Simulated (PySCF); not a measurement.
# C₄H₁₀OSi: a tour of settings

Which settings matter for C₄H₁₀OSi (`C=C(C)[SiH2]OC`), and how do bad ones show?

Programs: PySCF 2.14.0, with density-fitted response routines of our own. Each step states its level of theory. These are calculated values for one molecule in the gas phase, unless marked as measured. Atoms count from 0, in the outputs and in this text.

## 1. Starting geometry

16 atoms, charge 0, multiplicity 1; geometry from: GFN2-xTB.

Bonds of the start (Å): C0–C1 1.33, C1–C2 1.50, C1–Si3 1.88, Si3–O4 1.62, O4–C5 1.39, C0–H6 1.08, C0–H7 1.08, C2–H8 1.09, C2–H9 1.09, C2–H10 1.09, Si3–H11 1.47, Si3–H12 1.47, C5–H13 1.09, C5–H14 1.09, C5–H15 1.09.

## 2. Shielding tensors: KT3/def2-SVPD

Job settings and geometry (Å):

```
{"job": {"kind": "nmr", "xc": "KT3", "basis": "def2-SVPD", "pop": false, "scf": {"conv": 1e-07, "damp": 0.3}}, "charge": 0, "multiplicity": 1}
C     -2.232670     1.186197     0.182916
C     -1.297833     0.254186     0.298424
C     -1.543737    -0.997945     1.083769
Si     0.367078     0.429157    -0.564288
O      1.405042    -0.159239     0.538617
C      2.784798    -0.311680     0.416163
H     -3.202289     1.092727     0.650169
H     -2.070088     2.087136    -0.384014
H     -2.521726    -0.982293     1.562324
H     -1.487331    -1.864873     0.426043
H     -0.774424    -1.114029     1.845019
H      0.424491    -0.366603    -1.801706
H      0.678920     1.822392    -0.901840
H      3.161222    -0.753435     1.340057
H      3.030683    -0.966733    -0.422905
H      3.270266     0.653980     0.254807
```

Method: GIAO KT3/def2-SVPD NMR shielding, non-relativistic, gas phase.

Started as:

```
> OMP_NUM_THREADS=1 python probes_run.py task.json out
```

This one command runs all jobs of the session in turn.

Standard output:

```text
damping 0.30 in the first 6 cycles
final grid: 121688 points
cycle   1  E = -528.6068085809  dE =  4.376e-01  |g| = 8.456e-01  |ddm| = 6.104e+00
cycle   2  E = -528.5854157914  dE =  2.139e-02  |g| = 9.311e-01  |ddm| = 1.924e+00
cycle   3  E = -528.5574736402  dE =  2.794e-02  |g| = 1.015e+00  |ddm| = 1.962e+00
cycle   4  E = -528.3911219437  dE =  1.664e-01  |g| = 1.330e+00  |ddm| = 2.401e+00
cycle   5  E = -528.2903677199  dE =  1.008e-01  |g| = 1.502e+00  |ddm| = 2.869e+00
cycle   6  E = -521.4614289463  dE =  6.829e+00  |g| = 3.948e+00  |ddm| = 1.257e+02
cycle   7  E = -473.1433684759  dE =  4.832e+01  |g| = 1.275e+01  |ddm| = 1.252e+02
cycle   8  E = -512.3234520369  dE = -3.918e+01  |g| = 6.615e+00  |ddm| = 3.159e+01
cycle   9  E = -526.9410591311  dE = -1.462e+01  |g| = 2.866e+00  |ddm| = 9.196e+00
cycle  10  E = -526.4489784244  dE =  4.921e-01  |g| = 2.593e+00  |ddm| = 5.516e+00
cycle  11  E = -528.5600538754  dE = -2.111e+00  |g| = 9.428e-01  |ddm| = 4.838e+00
cycle  12  E = -528.6952068620  dE = -1.352e-01  |g| = 5.240e-01  |ddm| = 1.568e+00
cycle  13  E = -528.7630122045  dE = -6.781e-02  |g| = 1.512e-01  |ddm| = 9.476e-01
cycle  14  E = -528.7686157799  dE = -5.604e-03  |g| = 5.253e-02  |ddm| = 2.835e-01
cycle  15  E = -528.7691842264  dE = -5.684e-04  |g| = 2.451e-02  |ddm| = 1.284e-01
cycle  16  E = -528.7693454391  dE = -1.612e-04  |g| = 2.233e-03  |ddm| = 3.339e-02
cycle  17  E = -528.7693469334  dE = -1.494e-06  |g| = 5.764e-04  |ddm| = 7.057e-03
cycle  18  E = -528.7693470105  dE = -7.714e-08  |g| = 2.287e-04  |ddm| = 1.584e-03
converged SCF energy = -528.7693470105

GIAO shielding tensors (ppm)
atom      isotropic    diamagn.    paramagn.     s11        s22        s33       span
  0 C       80.092     279.689    -199.597    -14.372     94.618    160.031    174.404
  1 C       58.496     282.127    -223.631    -36.692     34.866    177.316    214.008
  2 C      168.545     274.818    -106.274    154.321    161.224    190.089     35.768
  3 Si     435.629     891.686    -456.056    390.437    420.039    496.412    105.975
  4 O      329.377     385.426     -56.050    294.129    344.905    349.096     54.967
  5 C      140.669     236.198     -95.529    114.407    115.815    191.785     77.378
  6 H       26.091      33.635      -7.543     23.116     25.902     29.256      6.140
  7 H       26.490      32.596      -6.106     23.796     25.182     30.492      6.696
  8 H       30.086      23.963       6.123     27.140     28.753     34.366      7.226
  9 H       29.958      32.254      -2.296     26.548     28.569     34.757      8.209
 10 H       29.564      33.432      -3.867     25.074     30.027     33.591      8.517
 11 H       26.696      35.662      -8.967     24.059     25.086     30.942      6.884
 12 H       26.873      34.981      -8.108     24.021     25.448     31.151      7.130
 13 H       27.880      29.067      -1.188     23.814     25.828     33.997     10.183
 14 H       28.114      30.101      -1.986     24.436     25.642     34.266      9.831
 15 H       28.115      29.591      -1.476     24.271     25.713     34.362     10.090
```

It took 44 s on 1 thread of Arm Neoverse V1, shared host; peak memory 0.67 GiB.

The references, computed at this level on geometries of the same kind, shield at (ppm): ¹H TMS 31.96, ¹³C TMS 191.9, ²⁹Si TMS 402.6, ¹⁷O H2O 333.8. Their shielding less the atom's gives the shift. The references are single molecules in the gas phase, so shifts against H2O, NH3, PH3, H3PO4 or CFCl3 are not on the usual liquid scales and can be off by tens of ppm. Atoms listed in one row are averaged.

| atoms | environment | σ (ppm) | δ (ppm) |
| --- | --- | --- | --- |
| C1 | fully substituted alkene carbon | 58.5 | 133.4 |
| C0 | terminal =CH2 carbon | 80.1 | 111.8 |
| C5 | methyl carbon bonded to O | 140.7 | 51.2 |
| C2 | allylic methyl carbon | 168.5 | 23.3 |
| H6 | hydrogen on a terminal =CH2 carbon | 26.09 | 5.87 |
| H7 | hydrogen on a terminal =CH2 carbon | 26.49 | 5.47 |
| H11, H12 | hydrogen on a silicon bonded to C, O | 26.78 | 5.18 |
| H13, H14, H15 | hydrogen on a methyl carbon bonded to O | 28.04 | 3.93 |
| H8, H9, H10 | hydrogen on an allylic methyl carbon | 29.87 | 2.09 |
| Si3 | silicon bonded to C, O, 2 H | 435.6 | -33.0 |
| O4 | oxygen bonded to C, Si | 329.4 | 4.4 |

## 3. Shielding tensors: PBE0/pcSseg-1

Settings changed since step 2:

```diff
@@ -1,2 +1,2 @@
-{"job": {"kind": "nmr", "xc": "KT3", "basis": "def2-SVPD", "pop": false, "scf": {"conv": 1e-07, "damp": 0.3}}, "charge": 0, "multiplicity": 1}
+{"job": {"kind": "nmr", "xc": "PBE0", "basis": "pcSseg-1", "pop": false, "scf": {"aux": "def2-universal-jkfit", "level_shift": 0.1}}, "charge": 0, "multiplicity": 1}
 C     -2.232670     1.186197     0.182916
```

Level: GIAO PBE0/pcSseg-1 NMR shielding, non-relativistic, gas phase.

Standard output:

```text
final grid: 121688 points
cycle   1  E = -522.6331352972  dE =  5.451e-01  |g| = 6.792e-01  |ddm| = 3.406e+00
cycle   2  E = -522.5892021716  dE =  4.393e-02  |g| = 8.688e-01  |ddm| = 1.161e+00
cycle   3  E = -522.7209577471  dE = -1.318e-01  |g| = 7.975e-02  |ddm| = 5.591e-01
cycle   4  E = -522.7225243641  dE = -1.567e-03  |g| = 2.500e-02  |ddm| = 1.081e-01
cycle   5  E = -522.7226817818  dE = -1.574e-04  |g| = 4.347e-03  |ddm| = 2.470e-02
cycle   6  E = -522.7226856196  dE = -3.838e-06  |g| = 1.190e-03  |ddm| = 4.564e-03
cycle   7  E = -522.7226859071  dE = -2.875e-07  |g| = 2.941e-04  |ddm| = 1.246e-03
cycle   8  E = -522.7226859286  dE = -2.148e-08  |g| = 8.415e-05  |ddm| = 3.435e-04
cycle   9  E = -522.7226859304  dE = -1.835e-09  |g| = 3.189e-05  |ddm| = 1.189e-04
cycle  10  E = -522.7226859307  dE = -2.777e-10  |g| = 7.930e-06  |ddm| = 3.367e-05
level shift removed, Fock matrix diagonalised once more
converged SCF energy = -522.7226859307

GIAO shielding tensors (ppm)
atom      isotropic    diamagn.    paramagn.     s11        s22        s33       span
  0 C       53.712     252.408    -198.696    -62.640     73.967    149.811    212.451
  1 C       33.929     264.008    -230.079    -83.160     13.038    171.910    255.070
  2 C      160.438     246.702     -86.265    146.867    150.424    184.022     37.154
  3 Si     372.637     883.119    -510.482    323.283    351.693    442.934    119.651
  4 O      339.324     401.298     -61.974    294.089    360.843    363.040     68.951
  5 C      132.775     240.569    -107.794    105.755    107.339    185.230     79.475
  6 H       25.732      30.592      -4.860     22.353     25.345     29.499      7.146
  7 H       26.152      31.829      -5.677     22.955     24.891     30.611      7.656
  8 H       29.888      30.015      -0.127     26.410     28.460     34.793      8.383
  9 H       29.747      30.176      -0.429     26.085     28.201     34.955      8.870
 10 H       29.291      30.614      -1.323     24.480     29.670     33.721      9.241
 11 H       26.677      31.378      -4.701     24.074     24.946     31.009      6.935
 12 H       26.794      31.704      -4.910     23.771     25.326     31.285      7.515
 13 H       27.646      27.578       0.068     23.234     25.587     34.117     10.883
 14 H       27.985      28.208      -0.224     24.086     25.561     34.308     10.222
 15 H       27.948      27.793       0.155     23.780     25.657     34.407     10.627
```

Wall time 15 s (1 thread of Arm Neoverse V1, shared host); peak memory 0.76 GiB.

In short: δ C1 153.0, C0 133.2, C5 54.2, C2 26.5, H6 5.98, H7 5.56 ppm.

## 4. Shielding tensors: B3LPY/pcSseg-1

Settings changed since step 3:

```diff
@@ -1,2 +1,2 @@
-{"job": {"kind": "nmr", "xc": "PBE0", "basis": "pcSseg-1", "pop": false, "scf": {"aux": "def2-universal-jkfit", "level_shift": 0.1}}, "charge": 0, "multiplicity": 1}
+{"job": {"kind": "nmr", "xc": "B3LPY", "basis": "pcSseg-1", "pop": true, "scf": {"guess": "1e", "max_cycle": 87}}, "charge": 0, "multiplicity": 1}
 C     -2.232670     1.186197     0.182916
```

With the program's defaults for keys left out, this is: B3LPY/pcSseg-1.

Standard output:

```text
KeyError: "LibXCFunctional: name 'B3LPY' not found."
```

Run time: 0.2 s. Hardware: 1 thread of Arm Neoverse V1, shared host.

Diagnosis: No functional is called B3LPY: the name is misspelt. The remedy is to type the name correctly.

## 5. Nuclear shieldings: HCTH407/6-31G*

Settings changed since step 4:

```diff
@@ -1,2 +1,2 @@
-{"job": {"kind": "nmr", "xc": "B3LPY", "basis": "pcSseg-1", "pop": true, "scf": {"guess": "1e", "max_cycle": 87}}, "charge": 0, "multiplicity": 1}
+{"job": {"kind": "nmr", "xc": "HCTH407", "basis": "6-31G*", "pop": false, "scf": {"damp": 0.1}}, "charge": 0, "multiplicity": 1}
 C     -2.232670     1.186197     0.182916
```

Method: GIAO HCTH407/6-31G* NMR shielding, non-relativistic, gas phase.

Standard output:

```text
damping 0.10 in the first 6 cycles
final grid: 121688 points
cycle   1  E = -522.9760701441  dE =  4.528e-01  |g| = 8.664e-01  |ddm| = 3.541e+00
cycle   2  E = -522.6830015366  dE =  2.931e-01  |g| = 1.459e+00  |ddm| = 2.479e+00
cycle   3  E = -522.2160614197  dE =  4.669e-01  |g| = 2.091e+00  |ddm| = 3.203e+00
cycle   4  E = -517.0586900587  dE =  5.157e+00  |g| = 3.970e+00  |ddm| = 9.189e+00
cycle   5  E = -494.0394141220  dE =  2.302e+01  |g| = 8.565e+00  |ddm| = 1.198e+01
cycle   6  E = -413.7262806959  dE =  8.031e+01  |g| = 1.258e+01  |ddm| = 6.994e+01
cycle   7  E = -320.0026741289  dE =  9.372e+01  |g| = 1.384e+01  |ddm| = 7.213e+01
cycle   8  E = -428.4587837103  dE = -1.085e+02  |g| = 1.322e+01  |ddm| = 4.218e+01
cycle   9  E = -471.3970705033  dE = -4.294e+01  |g| = 8.266e+00  |ddm| = 4.569e+01
cycle  10  E = -471.1377508981  dE =  2.593e-01  |g| = 8.909e+00  |ddm| = 3.787e+01
cycle  11  E = -522.5631931861  dE = -5.143e+01  |g| = 1.549e+00  |ddm| = 2.692e+01
cycle  12  E = -520.6300418264  dE =  1.933e+00  |g| = 2.539e+00  |ddm| = 1.195e+01
cycle  13  E = -523.1175383614  dE = -2.487e+00  |g| = 3.334e-01  |ddm| = 1.182e+01
cycle  14  E = -523.1242329271  dE = -6.695e-03  |g| = 2.971e-01  |ddm| = 6.553e-01
cycle  15  E = -523.1410353346  dE = -1.680e-02  |g| = 1.396e-01  |ddm| = 3.490e-01
cycle  16  E = -523.1463607877  dE = -5.325e-03  |g| = 2.440e-02  |ddm| = 1.344e-01
cycle  17  E = -523.1465220747  dE = -1.613e-04  |g| = 4.643e-03  |ddm| = 2.857e-02
cycle  18  E = -523.1465276707  dE = -5.596e-06  |g| = 9.148e-04  |ddm| = 5.765e-03
cycle  19  E = -523.1465278967  dE = -2.260e-07  |g| = 3.121e-04  |ddm| = 1.501e-03
cycle  20  E = -523.1465279186  dE = -2.190e-08  |g| = 1.414e-04  |ddm| = 4.323e-04
cycle  21  E = -523.1465279235  dE = -4.895e-09  |g| = 3.538e-05  |ddm| = 1.841e-04
cycle  22  E = -523.1465279239  dE = -3.838e-10  |g| = 3.380e-06  |ddm| = 5.096e-05
converged SCF energy = -523.1465279239

GIAO shielding tensors (ppm)
atom      isotropic    diamagn.    paramagn.     s11        s22        s33       span
  0 C       74.604     257.426    -182.822    -20.542     87.761    156.592    177.134
  1 C       59.931     252.168    -192.237    -32.993     39.675    173.110    206.103
  2 C      166.364     251.061     -84.698    152.991    158.516    187.584     34.593
  3 Si     411.342     884.188    -472.846    362.021    394.125    477.879    115.859
  4 O      326.119     395.588     -69.469    289.617    343.514    345.226     55.609
  5 C      139.623     242.049    -102.426    113.586    117.109    188.173     74.587
  6 H       26.812      30.542      -3.729     23.837     26.385     30.215      6.378
  7 H       27.004      32.288      -5.283     24.416     25.562     31.035      6.619
  8 H       30.731      30.331       0.399     27.541     29.699     34.952      7.412
  9 H       30.436      30.962      -0.526     26.977     29.279     35.052      8.075
 10 H       30.094      31.250      -1.155     25.518     30.852     33.912      8.394
 11 H       27.001      31.779      -4.778     24.222     25.254     31.529      7.307
 12 H       27.093      31.980      -4.888     24.001     25.610     31.667      7.667
 13 H       28.531      28.477       0.054     24.383     26.853     34.355      9.972
 14 H       28.639      28.555       0.084     24.873     26.408     34.635      9.762
 15 H       28.617      28.204       0.413     24.643     26.483     34.725     10.082
```

Wall time 24 s (1 thread of Arm Neoverse V1, shared host); peak memory 0.48 GiB.

In short: δ C1 131.7, C0 117.0, C5 52.0, C2 25.2, H6 5.60, H7 5.41 ppm.

## 6. Excited states and response: PW91/aug-cc-pVDZ

Settings changed since step 5:

```diff
@@ -1,2 +1,2 @@
-{"job": {"kind": "nmr", "xc": "HCTH407", "basis": "6-31G*", "pop": false, "scf": {"damp": 0.1}}, "charge": 0, "multiplicity": 1}
+{"job": {"kind": "uv", "xc": "PW91", "basis": "aug-cc-pVDZ", "nstates": 25, "ntriplets": 5, "tda": true, "scf": {"conv": 0.01, "max_cycle": 97}}, "charge": 0, "multiplicity": 5}
 C     -2.232670     1.186197     0.182916
```

Method: PW91/aug-cc-pVDZ.

Standard output:

```text
NotImplementedError: this response code serves closed shells only; the SCF ended at -522.67248638 Eh with <S^2> = 6.0074
```

It took 53 s on 1 thread of Arm Neoverse V1, shared host; peak memory 0.53 GiB.

Diagnosis: The input makes an open shell, and this response code serves closed shells alone. Cure: restore the closed-shell charge and spin, or use an unrestricted response code.

## 7. Side by side: NMR shifts

Shifts (ppm) of some atoms, chosen among heavy atoms and hydrogens apart, means over like atoms, with basis size and wall time:

| run | C1 | C0 | C2 | H6 | H11 | Si3 | O4 | functions | time |
| --- | --- | --- | --- | --- | --- | --- | --- | --- | --- |
| KT3/def2-SVPD | 133.4 | 111.8 | 23.3 | 5.87 | 5.18 | -33.0 | 4.4 | 207 | 44 s |
| PBE0/pcSseg-1 | 153.0 | 133.2 | 26.5 | 5.98 | 4.98 | -23.5 | -3.2 | 159 | 15 s |
| HCTH407/6-31G* | 131.7 | 117.0 | 25.2 | 5.60 | 5.37 | -9.3 | -5.7 | 108 | 24 s |

## 8. What came out

```
                                                              quantity                                            value
                                ¹³C shifts against TMS (KT3/def2-SVPD)                     133.4, 111.8, 51.2, 23.3 ppm
¹H shifts against TMS (KT3/def2-SVPD, means over atoms taken as alike)                 5.87, 5.47, 5.18, 3.93, 2.09 ppm
                               ²⁹Si shifts against TMS (KT3/def2-SVPD)                                        -33.0 ppm
                                ¹⁷O shifts against H2O (KT3/def2-SVPD)                                          4.4 ppm
                                             range of the shift of Si3                                -33.0 to -9.3 ppm
                                         property runs in this session  5, of which 2 failed and 0 gave unsound results
```

Single values in the summary come from the first run of each kind that ended normally (KT3/def2-SVPD), which need not be the best level. At KT3/def2-SVPD: The largest span, 214 ppm, is at C1, where the paramagnetic term is -224 ppm. In ppm, Si3 moves most: its shift spreads over 23.7 ppm, from -33.0 (KT3/def2-SVPD) to -9.3 (HCTH407/6-31G*).
